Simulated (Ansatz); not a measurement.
# ZnInGaO4: the cost of one run

Program: Ansatz 0.2.0. Level of theory: DFT PBE, scalar-relativistic, plane waves, PAW. These are calculated values, not measurements.

### Step 1. The starting structure

Symmetry: R3m, No. 160, trigonal system. The conventional cell has a = 3.361 Å, b = 3.361 Å, c = 26.140 Å, α = 90.00°, β = 90.00°, γ = 120.00°. Zn (site symmetry 3m) has 4 O at 2.01 to 2.02 Å as nearest neighbours. In (site symmetry 3m) is surrounded by 6 O at 2.22 to 2.23 Å. Ga (site symmetry 3m) is surrounded by 5 O at 1.94 to 2.00 Å. Around O (site symmetry 3m) lie 1 Zn at 2.01 Å and 3 In at 2.22 Å. O (site symmetry 3m) is surrounded by 1 Ga at 1.98 Å and 3 In at 2.23 Å. O (site symmetry 3m) is surrounded by 3 Ga at 1.94 Å. O (site symmetry 3m) has 1 Ga at 2.00 Å and 3 Zn at 2.02 Å as nearest neighbours.

Structure file:

```cif
data_structure
_symmetry_space_group_name_H-M 'P 1'
_symmetry_Int_Tables_number 1
_cell_length_a 5.8208
_cell_length_b 8.9268
_cell_length_c 10.0820
_cell_angle_alpha 90.000
_cell_angle_beta 90.000
_cell_angle_gamma 102.554
_cell_volume 511.35
loop_
_atom_site_label
_atom_site_type_symbol
_atom_site_fract_x
_atom_site_fract_y
_atom_site_fract_z
_atom_site_occupancy
Zn1 Zn 0.21838 0.65515 0.33333 1
Zn2 Zn 0.71838 0.65515 0.16667 1
Zn3 Zn 0.21838 0.65515 0.66667 1
Zn4 Zn 0.71838 0.65515 0.50000 1
Zn5 Zn 0.21838 0.65515 0.00000 1
Zn6 Zn 0.71838 0.65515 0.83333 1
In1 In 0.00277 0.00830 0.33333 1
In2 In 0.50277 0.00830 0.16667 1
In3 In 0.00277 0.00830 0.66667 1
In4 In 0.50277 0.00830 0.50000 1
In5 In 0.00277 0.00830 0.00000 1
In6 In 0.50277 0.00830 0.83333 1
Ga1 Ga 0.28703 0.36110 0.16667 1
Ga2 Ga 0.28703 0.36110 0.50000 1
Ga3 Ga 0.78703 0.36110 0.33333 1
Ga4 Ga 0.28703 0.36110 0.83333 1
Ga5 Ga 0.78703 0.36110 0.66667 1
Ga6 Ga 0.78703 0.36110 0.00000 1
O1 O 0.29514 0.88543 0.33333 1
O2 O 0.79514 0.88543 0.16667 1
O3 O 0.29514 0.88543 0.66667 1
O4 O 0.79514 0.88543 0.50000 1
O5 O 0.29514 0.88543 0.00000 1
O6 O 0.79514 0.88543 0.83333 1
O7 O 0.21136 0.13407 0.16667 1
O8 O 0.21136 0.13407 0.50000 1
O9 O 0.71136 0.13407 0.33333 1
O10 O 0.21136 0.13407 0.83333 1
O11 O 0.71136 0.13407 0.66667 1
O12 O 0.71136 0.13407 0.00000 1
O13 O 0.12172 0.36515 0.33333 1
O14 O 0.62172 0.36515 0.16667 1
O15 O 0.12172 0.36515 0.66667 1
O16 O 0.62172 0.36515 0.50000 1
O17 O 0.12172 0.36515 0.00000 1
O18 O 0.62172 0.36515 0.83333 1
O19 O 0.36360 0.59080 0.16667 1
O20 O 0.36360 0.59080 0.50000 1
O21 O 0.86360 0.59080 0.33333 1
O22 O 0.36360 0.59080 0.83333 1
O23 O 0.86360 0.59080 0.66667 1
O24 O 0.86360 0.59080 0.00000 1
```

The runs take a perfect supercell of 42 atoms; the defect goes to fractional position (0.287, 0.361, 0.167).

### Step 2. The perfect supercell

The input, input.yaml:

```yaml
crystal:
  lattice:
    - [0.0, 5.820822, 1.0e-06]
    - [0.0, -1.940274, 8.713405]
    - [10.081961, 0.0, 0.0]
  atoms:
    - { symbol: Zn, position: [0.218382, 0.655146, 0.333333] }
    - { symbol: Zn, position: [0.718382, 0.655146, 0.166667] }
    - { symbol: Zn, position: [0.218382, 0.655146, 0.666667] }
    - { symbol: Zn, position: [0.718382, 0.655146, 0.5] }
    - { symbol: Zn, position: [0.218382, 0.655146, 0.0] }
    - { symbol: Zn, position: [0.718382, 0.655146, 0.833333] }
    - { symbol: In, position: [0.002768, 0.008304, 0.333333] }
    - { symbol: In, position: [0.502768, 0.008304, 0.166667] }
    - { symbol: In, position: [0.002768, 0.008304, 0.666667] }
    - { symbol: In, position: [0.502768, 0.008304, 0.5] }
    - { symbol: In, position: [0.002768, 0.008304, 0.0] }
    - { symbol: In, position: [0.502768, 0.008304, 0.833333] }
    - { symbol: Ga, position: [0.287034, 0.361102, 0.166667] }
    - { symbol: Ga, position: [0.287034, 0.361102, 0.5] }
    - { symbol: Ga, position: [0.787034, 0.361102, 0.333333] }
    - { symbol: Ga, position: [0.287034, 0.361102, 0.833333] }
    - { symbol: Ga, position: [0.787034, 0.361102, 0.666667] }
    - { symbol: Ga, position: [0.787034, 0.361102, 0.0] }
    - { symbol: O, position: [0.295143, 0.885429, 0.333333] }
    - { symbol: O, position: [0.795143, 0.885429, 0.166667] }
    - { symbol: O, position: [0.295143, 0.885429, 0.666667] }
    - { symbol: O, position: [0.795143, 0.885429, 0.5] }
    - { symbol: O, position: [0.295143, 0.885429, 0.0] }
    - { symbol: O, position: [0.795143, 0.885429, 0.833333] }
    - { symbol: O, position: [0.211358, 0.134074, 0.166667] }
    - { symbol: O, position: [0.211358, 0.134074, 0.5] }
    - { symbol: O, position: [0.711358, 0.134074, 0.333333] }
    - { symbol: O, position: [0.211358, 0.134074, 0.833333] }
    - { symbol: O, position: [0.711358, 0.134074, 0.666667] }
    - { symbol: O, position: [0.711358, 0.134074, 0.0] }
    - { symbol: O, position: [0.121717, 0.365151, 0.333333] }
    - { symbol: O, position: [0.621717, 0.365151, 0.166667] }
    - { symbol: O, position: [0.121717, 0.365151, 0.666667] }
    - { symbol: O, position: [0.621717, 0.365151, 0.5] }
    - { symbol: O, position: [0.121717, 0.365151, 0.0] }
    - { symbol: O, position: [0.621717, 0.365151, 0.833333] }
    - { symbol: O, position: [0.363599, 0.590797, 0.166667] }
    - { symbol: O, position: [0.363599, 0.590797, 0.5] }
    - { symbol: O, position: [0.863599, 0.590797, 0.333333] }
    - { symbol: O, position: [0.363599, 0.590797, 0.833333] }
    - { symbol: O, position: [0.863599, 0.590797, 0.666667] }
    - { symbol: O, position: [0.863599, 0.590797, 0.0] }
basis:
  ecutwfc: 420
  fft_grid_basis: typed
kpoints:
  mp_grid: { grid: [2, 2, 1] }
hamiltonian:
  xc: pbe
  pseudopotentials: { kind: paw }
scf:
  occupations: { method: gaussian, width: 0.05 }
output:
  forces: true
  stress: false
  eigenvalues: true
  bader: false
  write_density: true
  volumetric_format: npy
```

Launch:

```console
ansatz run input.yaml --threads 4 --pin off --max-ram 10240MiB --backend cpu --events-out ev --progress --plain --runs-dir out
```

Q: Estimate wall time and peak memory on 4 threads of Intel Xeon Platinum 8259CL at 2.50GHz (Skylake/Cascade Lake), shared host.

About 12 s, with a peak of 2.3 GiB.
